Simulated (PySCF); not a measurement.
# GeH10Si3 (n-GeSiSiSiH10): the cost of one run

Computed with PySCF 2.14.0, with density-fitted response routines of our own, on a single molecule in the gas phase. Atoms count from 0, in the outputs and in this text.

## Step 1: Starting geometry

14 atoms, charge 0, multiplicity 1; geometry from: GFN2-xTB. The atoms were then displaced at random by about 0.03 Å, so the start is not that level's minimum.

Bonds of the start (Å): Ge0–Si1 2.32, Ge0–H4 1.53, Ge0–H5 1.41, Ge0–H6 1.53, Si1–Si2 2.35, Si1–H7 1.41, Si1–H8 1.47, Si2–Si3 2.21, Si2–H9 1.52, Si2–H10 1.42, Si3–H11 1.51, Si3–H12 1.48, Si3–H13 1.58.

## Step 2: Relaxing the molecule at PBE0-D3(BJ)/def2-SVP

Job settings and geometry (Å):

```
{"job": {"xc": "PBE0", "basis": "def2-SVP", "d3": "d3bj", "grid": 1, "maxiter": 40, "shake": 0.03, "kind": "geom"}, "charge": 0, "multiplicity": 1}
Ge     0.237240    -0.922620     2.178940
Si     0.735170    -1.508560    -0.013750
Si     0.542910     0.274270    -1.530660
Si    -1.069210     1.740490    -1.159380
H      0.542990     0.546150     2.494070
H      0.759960    -1.615640     3.294430
H     -1.263910    -0.883040     2.483130
H     -0.094420    -2.586050    -0.389410
H      2.081160    -2.089850     0.117100
H      1.867920     1.016580    -1.438910
H      0.540340    -0.266470    -2.847600
H     -1.381510     1.928220     0.306860
H     -1.048490     3.093440    -1.757850
H     -2.469570     1.229250    -1.693740
```

The run is started by

```sh
$ OMP_NUM_THREADS=1 python probes_run.py task.json out
```

This one command runs all jobs of the session in turn.

Q: Estimate the wall time and peak memory of this first job on 1 thread of Intel Xeon at 2.50GHz, shared host.

About 3.8 min, with a peak of 0.53 GiB.
